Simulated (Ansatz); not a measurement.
**B₂Cl₂F₂H₂S₂: how energies converge with the basis set**

How large a basis does B₂Cl₂F₂H₂S₂ need? Two functionals are run in growing sets.

Method: one geometry, several basis sets; program: Ansatz 0.2.0, Gaussian basis.

Levels to be run: PBE0-D4/def2-SVP; ωB97M-V/def2-SVP; PBE0-D4/def2-QZVPP; ωB97M-V/def2-QZVPP; the functionals' def2-TZVPP values are taken from earlier runs.

## Step 1: The relaxed structure

All runs share one geometry, relaxed beforehand with PBE0-D4 in a triple-zeta def2 set.

10 atoms, charge 0, spin multiplicity 1.

Atoms are counted from 1 here; the program's logs count them from 0.

Bond lengths: F1–B2 1.345 Å, B2–Cl3 1.792 Å, B2–S4 2.007 Å, B2–S8 2.007 Å, S4–B5 2.007 Å, S4–H9 1.347 Å, B5–F6 1.345 Å, B5–Cl7 1.792 Å, B5–S8 2.007 Å, S8–H10 1.347 Å. Angles: F1–B2–Cl3 117.7°, F1–B2–S4 111.3°, F1–B2–S8 111.3°, Cl3–B2–S4 109.0°, Cl3–B2–S8 109.0°, S4–B2–S8 96.2°, B2–S4–B5 82.5°, B2–S4–H9 94.8°, B5–S4–H9 94.8°, S4–B5–F6 111.3°, S4–B5–Cl7 109.0°, S4–B5–S8 96.2°, F6–B5–Cl7 117.7°, F6–B5–S8 111.3°, Cl7–B5–S8 109.0°, B2–S8–B5 82.4°, B2–S8–H10 94.8°, B5–S8–H10 94.8°.

Coordinates:

```xyz
10
B2Cl2F2H2S2
F    -0.9523   -1.4913   -1.5586
B     0.0522   -1.1178   -0.7460
Cl    1.5018   -2.1688   -0.6743
S    -0.6055   -0.7812    1.1202
B     0.3574    0.9608    0.8617
F    -0.4387    2.0066    1.1469
Cl    1.9489    0.8763    1.6808
S     0.6286    0.7685   -1.1177
H    -1.8044   -0.3052    0.7325
H    -0.6051    1.2008   -1.4424
```

## Step 2: PBE0-D4 in def2-SVP

Contents of in.yaml:

```yaml
crystal:
  periodic: [false, false, false]
  atoms:
    - {symbol: F, position_ang: [-0.952256, -1.491322, -1.558556]}
    - {symbol: B, position_ang: [0.052240, -1.117811, -0.745993]}
    - {symbol: Cl, position_ang: [1.501797, -2.168755, -0.674338]}
    - {symbol: S, position_ang: [-0.605487, -0.781161, 1.120203]}
    - {symbol: B, position_ang: [0.357433, 0.960828, 0.861702]}
    - {symbol: F, position_ang: [-0.438667, 2.006627, 1.146856]}
    - {symbol: Cl, position_ang: [1.948896, 0.876329, 1.680813]}
    - {symbol: S, position_ang: [0.628567, 0.768525, -1.117729]}
    - {symbol: H, position_ang: [-1.804406, -0.305238, 0.732469]}
    - {symbol: H, position_ang: [-0.605116, 1.200778, -1.442429]}
basis:
  gaussian: {orbitals: def2-SVP}
hamiltonian: {xc: pbe0, dispersion: d4}
output: {orbitals: {seedname: orbitals}}
```

Run with:

```sh
ansatz run in.yaml --threads 4 --pin off --events-out ev --progress --plain --max-ram 11315MiB
```

The runs that follow: ωB97M-V in def2-SVP; PBE0-D4 in def2-QZVPP; ωB97M-V in def2-QZVPP.

Before running them: what should the planned runs give, taken together? Wanted: PBE0-D4: double and triple zeta above quadruple; ωB97M-V: double and triple zeta above quadruple.

As calculated:

| quantity | value |
| --- | --- |
| PBE0-D4: double and triple zeta above quadruple | 25.69, 1.71 eV |
| ωB97M-V: double and triple zeta above quadruple | 25.51, 1.61 eV |

PBE0-D4 gains 23.97 eV from double to triple zeta, then 1.71 eV more. These are total energies; as a rule much of such shifts cancels in differences, which this series doesn't test. The LUMO of ωB97M-V is positive and keeps falling with the basis (1.45 to 0.76 eV): an unbound level that the basis holds in place.
